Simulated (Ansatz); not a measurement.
# BNH3OF (SMILES NB(O)F) at PBE0/6-311+G(d,p)

Aim: the energy change on altering one bond length of BNH3OF at PBE0/6-311+G**, from 2 runs. 

The results are computed with Ansatz 0.2.0.

122 further runs of the same task are left out: 122 set aside as unsound or not needed.

## 1. The system as given

The species is BNH3OF (7 atoms), meant as a singlet with charge 0. SMILES: `NB(O)F`. The coordinates come from a PBE0-D4/def2-TZVP relaxation. This is one conformer, not always the lowest.

Bond lengths: N1–B2 1.406 Å, B2–O3 1.363 Å, B2–F4 1.337 Å, N1–H5 1.004 Å, N1–H6 1.003 Å, O3–H7 0.957 Å. Angles: N1–B2–O3 125.7°, N1–B2–F4 118.3°, O3–B2–F4 116.0°, B2–N1–H5 121.1°, B2–N1–H6 124.7°, B2–O3–H7 114.6°, H5–N1–H6 114.2°.

## 2. A single-point energy at PBE0/6-311+G(d,p)

Contents of input.yaml:

```yaml
crystal:
  periodic: [false, false, false]
  atoms:
    - symbol: "N"
      position_ang: [-0.531800, 0.753400, -0.032100]
    - symbol: B
      position_ang: [0.039300, -0.505700, -0.288800]
    - symbol: O
      position_ang: [1.106300, -1.044300, 0.367000]
    - symbol: F
      position_ang: [-0.494800, -1.258200, -1.256300]
    - symbol: H
      position_ang: [-1.320400, 1.081700, -0.559700]
    - symbol: H
      position_ang: [-0.210100, 1.394300, 0.668500]
    - symbol: H
      position_ang: [1.472700, -0.489200, 1.055700]
basis:
  gaussian:
    orbitals: 6-311+G_st__st_.json
magnetization:
  spin_polarized: false
hamiltonian:
  xc: pbe0
accuracy: high
output:
  orbitals: {seedname: orbitals}
```

The basis set 6-311+G** is read from a file made from the Basis Set Exchange's data (not shown).

The run is started by

```
$ ansatz run input.yaml --threads 1 --pin off --max-ram 3480MiB --events-out events.jsonl --progress --plain --runs-dir runs
```

The log of the run:

```text
Warning: RAYON_NUM_THREADS=1 ignored (pool sized by the plan → 1); use --threads N
Functional definition: PBE0
  name "PBE0"
  parameter a = 0.25
  parameter kappa = 0.804
  parameter beta = 0.06672455060314922
  exchange = (1 - a)*pbe_x(kappa = kappa, mu = beta*pi^2/3) + a*exact_x
  correlation = pbe_c(beta = beta)
2051 factors; integrals over basis functions are off by at most 5.0e-9 eV
mean field evaluation 1: about -6968.8813 eV, gradient 7.5e1 eV
mean field evaluation 2: about -6961.3601 eV, gradient 9.6e1 eV
mean field evaluation 4: about -6978.1458 eV, gradient 4.8e0 eV
mean field evaluation 8: about -6978.1790 eV, gradient 1.2e-1 eV
mean field evaluation 16: about -6978.1790 eV, gradient 4.1e-6 eV
mean field -6978.17904597 eV, -256.4433499599 hartree, gradient 8.2e-8 eV, S^2 0.000000; 0 other end points of the search recorded, 0 dependent functions left out
reference -6978.17905031 eV, -256.4433501192 hartree; 16, 16 occupied and 90, 90 virtual orbitals, 2051 factors
Total energy: -6978.17905031 eV, -256.4433501192 hartree
```

It took 7.2 s on 1 thread of Intel Xeon Platinum 8259CL at 2.50GHz (Skylake/Cascade Lake), shared host; peak memory 0.33 GiB.

## 3. The distorted shape

Contents of input.yaml:

```yaml
basis:
  gaussian: {orbitals: 6-311+G_st__st_.json}
crystal:
  periodic: [false, false, false]
  atoms:
    - {symbol: N, position_ang: [-0.988700, 1.760725, 0.173269]}
    - {symbol: B, position_ang: [0.039300, -0.505700, -0.288800]}
    - {symbol: O, position_ang: [1.106300, -1.044300, 0.367000]}
    - {symbol: F, position_ang: [-0.494800, -1.258200, -1.256300]}
    - {symbol: H, position_ang: [-1.777300, 2.089025, -0.354331]}
    - {symbol: H, position_ang: [-0.667000, 2.401625, 0.873869]}
    - {symbol: H, position_ang: [1.472700, -0.489200, 1.055700]}
total_charge: 0
hamiltonian: {xc: {name: PBE0}}
accuracy: high
output: {orbitals: {seedname: orbitals}}
```

The basis set 6-311+G** is read from a file made from the Basis Set Exchange's data (not shown).

The run is started by

```
$ ansatz run input.yaml --threads 1 --pin off --max-ram 3480MiB --events-out events.jsonl --progress --plain --runs-dir runs
```

The log of the run, shortened:

```text
Warning: RAYON_NUM_THREADS=1 ignored (pool sized by the plan → 1); use --threads N
[... 7 set-up lines as earlier in the session ...]
2034 factors; integrals over basis functions are off by at most 1.4e-8 eV
mean field evaluation 1: about -6958.6723 eV, gradient 8.4e1 eV
mean field evaluation 2: about -6867.5482 eV, gradient 1.5e2 eV
mean field evaluation 4: about -6971.8197 eV, gradient 1.7e1 eV
mean field evaluation 8: about -6972.6627 eV, gradient 5.7e-1 eV
mean field evaluation 16: about -6972.6596 eV, gradient 1.2e-5 eV
mean field -6972.65961213 eV, -256.2405145072 hartree, gradient 5.1e-8 eV, S^2 0.000000; 0 other end points of the search recorded, 0 dependent functions left out
reference -6972.65961642 eV, -256.2405146651 hartree; 16, 16 occupied and 90, 90 virtual orbitals, 2034 factors
Total energy: -6972.65961642 eV, -256.2405146651 hartree
```

It took 7.2 s on 1 thread of Intel Xeon Platinum 8259CL at 2.50GHz (Skylake/Cascade Lake), shared host; peak memory 0.32 GiB.

## 4. What came out

Level: PBE0/6-311+G**.

| quantity | value |
| --- | --- |
| first shape: total energy | -256.44335 Eh |
| first shape: HOMO energy | -8.21 eV |
| first shape: LUMO energy | -0.37 eV |
| first shape: HOMO–LUMO gap | 7.84 eV |
| distorted shape: total energy | -256.24051 Eh |
| distorted shape: HOMO energy | -5.92 eV |
| distorted shape: LUMO energy | -2.80 eV |
| distorted shape: HOMO–LUMO gap | 3.11 eV |
| energy change with the N1–B2 bond stretched from 1.406 to 2.531 Å | 5.519 eV |

What this shows: With the N1–B2 bond stretched from 1.406 to 2.531 Å the energy rises by 5.52 eV (127 kcal/mol). The first shape isn't relaxed at this level, so the change isn't measured from a minimum.
